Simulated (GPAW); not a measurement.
# TiCoN2 (P6_3/mmc) in GPAW: a series of runs, part 2 of 2

GPAW 26.7.0.

## Step 3: Band structure, LDA, collinear spin, ferromagnetic start

run.py reads:

```python
from ase import Atoms
from ase.dft.bandgap import bandgap
from ase.io import write
from ase.units import GPa
from gpaw import GPAW, PW

atoms = Atoms(['Co', 'Co', 'Ti', 'Ti', 'N', 'N', 'N', 'N'],
              cell=[[2.9468691999, 0.0, 0.0],
                    [-1.4734345999, 2.5520635887, 0.0],
                    [0.0, 0.0, 9.420236]],
              scaled_positions=[[0.0, 0.0, 0.5],
                                [0.0, 0.0, 0.0],
                                [0.3333333333, 0.6666666667, 0.75],
                                [0.6666666667, 0.3333333333, 0.25],
                                [0.6666666667, 0.3333333333, 0.616725],
                                [0.3333333333, 0.6666666667, 0.383275],
                                [0.3333333333, 0.6666666667, 0.116725],
                                [0.6666666667, 0.3333333333, 0.883275]],
              pbc=True)
atoms.set_initial_magnetic_moments([2.0, 2.0, 1.0, 1.0, 0.0, 0.0, 0.0, 0.0])

calc = GPAW(mode=PW(800),
            xc='LDA',
            kpts={'size': (7, 7, 2), 'gamma': True},
            occupations={'name': 'fermi-dirac', 'width': 0.05},
            nbands=57,
            convergence={'density': 1e-05, 'energy': 1e-05},
            maxiter=150,
            txt='gpaw.txt')
atoms.calc = calc
energy = atoms.get_potential_energy()
forces = atoms.get_forces()
stress = atoms.get_stress()
calc.write('gs.gpw')
write('result.traj', atoms)
print(f'Energy: {energy:.6f} eV')
print('Forces (eV/A):')
print(forces.round(4))
print('Stress (GPa):', (stress / GPa).round(3))
print('Moments:', calc.get_magnetic_moments().round(3))
print('Fermi level:', round(calc.get_fermi_level(), 4), 'eV')
print(f'Gap: {bandgap(calc)[0]:.4f} eV, direct: {bandgap(calc, direct=True)[0]:.4f} eV')

path = atoms.cell.bandpath('GMKGALHA,LM,KH', npoints=60, eps=1e-4)
bs_calc = calc.fixed_density(kpts=path, symmetry='off', nbands=79,
                             convergence={'bands': 'CBM+6.0', 'eigenstates': 1e-6}, txt='bands.txt')
bs = bs_calc.band_structure()
bs.write('bs.json')
print(f'Gap on the path: {bandgap(bs_calc)[0]:.4f} eV')
```

Potentials or basis: the program's PAW data sets (release 1.2.1) made for this functional, pw.

Started as:

```
$ OMP_NUM_THREADS=1 python run.py
```

gpaw.txt:

```text
__  _  _
 | _ |_)|_||  |
 |__||  | ||/\| - 26.7.0

Input parameters:
  mode=PW(ecut=800.0),
  convergence={'density': 1e-05, 'energy': 1e-05},
  kpts=MonkhorstPack(size=(7, 7, 2), gamma=True),
  maxiter=150,
  nbands=57,
  occupations=Occupations(name='fermi-dirac', width=0.05),
  xc=XC(name='LDA')

Diagonalizing LCAO Hamiltonian
Converting LCAO to pw mode

           N
        Ti

           N

       Co
        N

           Ti
        N

       Co

Atoms  # Å, Bohr magnetons
|   | symbol |         x |        y |        z |    initial magnetic moments |
|---|--------|-----------|----------|----------|-----------------------------|
| 0 |     Co |  0.000000 | 0.000000 | 4.710118 | ( 0.0000,  0.0000,  2.0000) |
| 1 |     Co |  0.000000 | 0.000000 | 0.000000 | ( 0.0000,  0.0000,  2.0000) |
| 2 |     Ti | -0.000000 | 1.701376 | 7.065177 | ( 0.0000,  0.0000,  1.0000) |
| 3 |     Ti |  1.473435 | 0.850688 | 2.355059 | ( 0.0000,  0.0000,  1.0000) |
| 4 |      N |  1.473435 | 0.850688 | 5.809695 | ( 0.0000,  0.0000,  0.0000) |
| 5 |      N | -0.000000 | 1.701376 | 3.610541 | ( 0.0000,  0.0000,  0.0000) |
| 6 |      N | -0.000000 | 1.701376 | 1.099577 | ( 0.0000,  0.0000,  0.0000) |
| 7 |      N |  1.473435 | 0.850688 | 8.320659 | ( 0.0000,  0.0000,  0.0000) |

Unit cell  # Å
| periodic |         x |        y |        z |  lengths |     angles |
|----------|-----------|----------|----------|----------|------------|
|      yes |  2.946869 | 0.000000 | 0.000000 | 2.946869 |  90.000000 |
|      yes | -1.473435 | 2.552064 | 0.000000 | 2.946869 |  90.000000 |
|      yes |  0.000000 | 0.000000 | 9.420236 | 9.420236 | 120.000000 |

Number of symmetries: 12
Symmetry operations  # r_c * U_cc + t_c -> r_c
|    | kind |            matrix            |
|----|------|------------------------------|
|  0 |  σ   |  1, 1, 0,  0,-1, 0,  0, 0, 1 |
|  1 |  S6  |  1, 1, 0, -1, 0, 0,  0, 0,-1 |
|  2 |  E   |  1, 0, 0,  0, 1, 0,  0, 0, 1 |
|  3 |  C2  |  1, 0, 0, -1,-1, 0,  0, 0,-1 |
|  4 |  C2  |  0, 1, 0,  1, 0, 0,  0, 0,-1 |
|  5 |  C3  |  0, 1, 0, -1,-1, 0,  0, 0, 1 |
|  6 |  S6  |  0,-1, 0,  1, 1, 0,  0, 0,-1 |
|  7 |  σ   |  0,-1, 0, -1, 0, 0,  0, 0, 1 |
|  8 |  σ   | -1, 0, 0,  1, 1, 0,  0, 0, 1 |
[... 168 lines left out ...]
|iter:   6| |  -89.231707 | -1.21 | -1.27 |  +3.1286|
|iter:   7| |  -76.867171 | -1.10 | -0.67 |  +2.9182|
|iter:   8| |  -76.785979 | -1.88 | -1.16 |  +1.9129|
|iter:   9| |  -76.360266 | -2.04 | -1.31 |  +1.8509|
|iter:  10| |  -76.391634 | -2.24 | -1.52 |  +1.3030|
|iter:  11| |  -76.379560 | -2.47 | -1.57 |  +0.6774|
|iter:  12| |  -76.447292 | -2.60 | -1.68 |  +0.0664|
|iter:  13| |  -76.413838 | -2.67 | -1.75 |  +0.0275|
|iter:  14| |  -76.360451 | -3.22 | -1.83 |  +0.1328|
|iter:  15| |  -76.359827 | -4.27 | -2.44 |  +0.0378|
|iter:  16| |  -76.359395 | -4.62 | -2.67 |  +0.0254|
|iter:  17| |  -76.359399c| -5.16 | -3.03 |  -0.0106|
|iter:  18| |  -76.359410c| -6.08 | -3.49 |  -0.0019|
|iter:  19| |  -76.359413c| -7.07 | -4.03 |  -0.0023|
|iter:  20| |  -76.359413c| -7.55c| -4.26 |  -0.0019|
|iter:  21| |  -76.359411c| -8.01c| -4.48 |  -0.0011|
|iter:  22| |  -76.359413c| -7.64c| -4.74 |  -0.0003|
|iter:  23| |  -76.359412c| -7.92c| -4.95 |  -0.0000|
|iter:  24| |  -76.359412c| -8.99c| -5.51c|  +0.0000|

Converged in 24 steps
Energy contributions relative to reference atoms: (reference = -127907.929301)

Energy contributions:
  Kinetic:          57.863158
  Coulomb:         -56.592419
  Zero:              0.263093
  External:          0.000000
  Xc:              -77.870555
  Entropy:          -0.045378
  Spinorbit:         0.000000
  ----------------------------
  Free energy:     -76.382101
  Extrapolated:    -76.359412

dipole moment: (-7.977755, -13.817877, -25.502436)  # |e|*Ang

Total magnetic moment: (0.000000, 0.000000, 0.000049)

Local magnetic moments
|        x |        y |         z |
|----------|----------|-----------|
| 0.000000 | 0.000000 | -0.000017 |  # Co   0
| 0.000000 | 0.000000 |  0.000008 |  # Co   1
| 0.000000 | 0.000000 |  0.000010 |  # Ti   2
| 0.000000 | 0.000000 |  0.000010 |  # Ti   3
| 0.000000 | 0.000000 |  0.000004 |  # N    4
| 0.000000 | 0.000000 |  0.000004 |  # N    5
| 0.000000 | 0.000000 |  0.000005 |  # N    6
| 0.000000 | 0.000000 |  0.000005 |  # N    7

Fermi level: 11.412
Eigenvalues  # (at kpt = [0.000, 0.000, 0.000])
| band index |      eig [eV] | occ [0-1] |      eig [eV] | occ [0-1] |
|------------|---------------|-----------|---------------|-----------|
|          0 |       -45.452 |     1.000 |       -45.452 |     1.000 |
|        ... |               |           |               |           |
|         24 |         9.473 |     1.000 |         9.473 |     1.000 |
|         25 |         9.495 |     1.000 |         9.495 |     1.000 |
|         26 |         9.497 |     1.000 |         9.497 |     1.000 |
|         27 |         9.634 |     1.000 |         9.634 |     1.000 |
|         28 |        10.704 |     1.000 |        10.704 |     1.000 |
|         29 |        10.814 |     1.000 |        10.814 |     1.000 |
[... 8 lines left out ...]
|         38 |        14.051 |     0.000 |        14.051 |     0.000 |
|         39 |        14.051 |     0.000 |        14.051 |     0.000 |
|        ... |               |           |               |           |
|         56 |        29.092 |     0.000 |        29.091 |     0.000 |

No gap
No difference between direct/indirect transitions

Forces  # eV/Ang
|        x |        y |        z |
|----------|----------|----------|
| -0.00000 |  0.00000 |  0.00000 |  # Co   0
|  0.00000 |  0.00000 |  0.00000 |  # Co   1
|  0.00000 |  0.00000 |  0.00007 |  # Ti   2
|  0.00000 |  0.00000 | -0.00007 |  # Ti   3
| -0.00000 | -0.00000 | -0.12639 |  # N    4
| -0.00000 |  0.00000 |  0.12639 |  # N    5
|  0.00000 | -0.00000 | -0.12573 |  # N    6
|  0.00000 |  0.00000 |  0.12573 |  # N    7

Stress tensor  # eV/Ang^3
|         x |         y |         z |
|-----------|-----------|-----------|
|  0.116526 | -0.000000 |  0.000000 |
| -0.000000 |  0.116526 | -0.000000 |
|  0.000000 | -0.000000 |  0.121323 |

# Writing to gs.gpw (mode='')
```

bands.txt:

```text
Diagonalizing LCAO Hamiltonian
Converting LCAO to pw mode
convergence criteria:
- Maximum integral of absolute [eigenst]ate change: 1e-06 eV^2 / valence electron
maximum number of iterations: 150

SCF iterations
|iter     | |      energy | eigst |  dens |  magmom |
[... 69 lines left out ...]
         [0.05128205, 0.05128205, 0.5       ],
         [0.02564103, 0.02564103, 0.5       ],
         [0.        , 0.        , 0.5       ],
         [0.5       , 0.        , 0.5       ],
         [0.5       , 0.        , 0.25      ],
         [0.5       , 0.        , 0.        ],
         [0.33333333, 0.33333333, 0.        ],
         [0.33333333, 0.33333333, 0.25      ],
         [0.33333333, 0.33333333, 0.5       ]])),
  maxiter=150,
  nbands=79,
  occupations=Occupations(name='fermi-dirac', width=0.05),
  symmetry=Symmetry(point_group=False, time_reversal=False),
  xc=XC(name='LDA')
```

Run time: 6.9 min. Hardware: 1 thread of Intel Xeon Platinum 8559C (Emerald Rapids), shared host; peak memory 1 GiB.

What came out:

```yaml
Free_energy: -76.3821 eV
Pressure: -18.9 GPa
Largest_force: 0.126 eV/Å
Band_gap_along_the_path: none (metal or under the smearing width)
Net_moment: 0.00 μB per cell
```

Forces on the atoms (eV/Å):
```
Co   0.000  0.000  0.000
Co   0.000  0.000  0.000
Ti   0.000  0.000  0.000
Ti   0.000  0.000  0.000
N    0.000  0.000 -0.126
N    0.000  0.000  0.126
N    0.000  0.000 -0.126
N    0.000  0.000  0.126
```

Stress tensor (GPa, compression positive):
```
-18.67   0.00   0.00
  0.00 -18.67   0.00
  0.00   0.00 -19.44
```

Levels at the corners of the path, in eV from the Fermi level:
Spin up:
| point | band 28 | band 29 | band 30 | band 31 | band 32 | band 33 | band 34 | band 35 |
| --- | --- | --- | --- | --- | --- | --- | --- | --- |
| Γ | -1.78 | -0.71 | -0.60 | -0.60 | -0.49 | 0.17 | 0.17 | 1.06 |
| M | -1.10 | -0.85 | -0.70 | 0.01 | 0.07 | 0.48 | 0.91 | 1.34 |
| K | -0.98 | -0.58 | -0.58 | 0.39 | 0.50 | 0.65 | 0.65 | 1.22 |
| Γ | -1.78 | -0.71 | -0.60 | -0.60 | -0.49 | 0.17 | 0.17 | 1.06 |
| A | -1.82 | -0.61 | -0.61 | -0.25 | -0.25 | -0.25 | -0.25 | 1.23 |
| L | -1.11 | -0.77 | -0.77 | 0.29 | 0.29 | 0.45 | 0.45 | 1.41 |
| H | -0.91 | -0.66 | -0.66 | 0.43 | 0.43 | 0.79 | 0.79 | 1.11 |
| A | -1.82 | -0.61 | -0.61 | -0.25 | -0.25 | -0.25 | -0.25 | 1.23 |
| L | -1.11 | -0.77 | -0.77 | 0.29 | 0.29 | 0.45 | 0.45 | 1.41 |
| M | -1.10 | -0.85 | -0.70 | 0.01 | 0.07 | 0.48 | 0.91 | 1.34 |
| K | -0.98 | -0.58 | -0.58 | 0.39 | 0.50 | 0.65 | 0.65 | 1.22 |
| H | -0.91 | -0.66 | -0.66 | 0.43 | 0.43 | 0.79 | 0.79 | 1.11 |
Spin down:
| point | band 27 | band 28 | band 29 | band 30 | band 31 | band 32 | band 33 | band 34 | band 35 | band 36 |
| --- | --- | --- | --- | --- | --- | --- | --- | --- | --- | --- |
| Γ | -1.92 | -1.78 | -0.71 | -0.60 | -0.60 | -0.49 | 0.17 | 0.17 | 1.06 | 1.34 |
| M | -1.13 | -1.10 | -0.85 | -0.70 | 0.01 | 0.07 | 0.48 | 0.91 | 1.34 | 1.48 |
| K | -0.98 | -0.98 | -0.58 | -0.58 | 0.39 | 0.50 | 0.65 | 0.65 | 1.22 | 1.23 |
| Γ | -1.92 | -1.78 | -0.71 | -0.60 | -0.60 | -0.49 | 0.17 | 0.17 | 1.06 | 1.34 |
| A | -1.82 | -1.82 | -0.61 | -0.61 | -0.25 | -0.25 | -0.25 | -0.25 | 1.23 | 1.23 |
| L | -1.11 | -1.11 | -0.77 | -0.77 | 0.29 | 0.29 | 0.45 | 0.45 | 1.41 | 1.41 |
| H | -0.91 | -0.91 | -0.66 | -0.66 | 0.43 | 0.43 | 0.79 | 0.79 | 1.11 | 1.11 |
| A | -1.82 | -1.82 | -0.61 | -0.61 | -0.25 | -0.25 | -0.25 | -0.25 | 1.23 | 1.23 |
| L | -1.11 | -1.11 | -0.77 | -0.77 | 0.29 | 0.29 | 0.45 | 0.45 | 1.41 | 1.41 |
| M | -1.13 | -1.10 | -0.85 | -0.70 | 0.01 | 0.07 | 0.48 | 0.91 | 1.34 | 1.48 |
| K | -0.98 | -0.98 | -0.58 | -0.58 | 0.39 | 0.50 | 0.65 | 0.65 | 1.22 | 1.23 |
| H | -0.91 | -0.91 | -0.66 | -0.66 | 0.43 | 0.43 | 0.79 | 0.79 | 1.11 | 1.11 |

Caveat: the starting moments collapsed, and a magnetic state may lie lower.
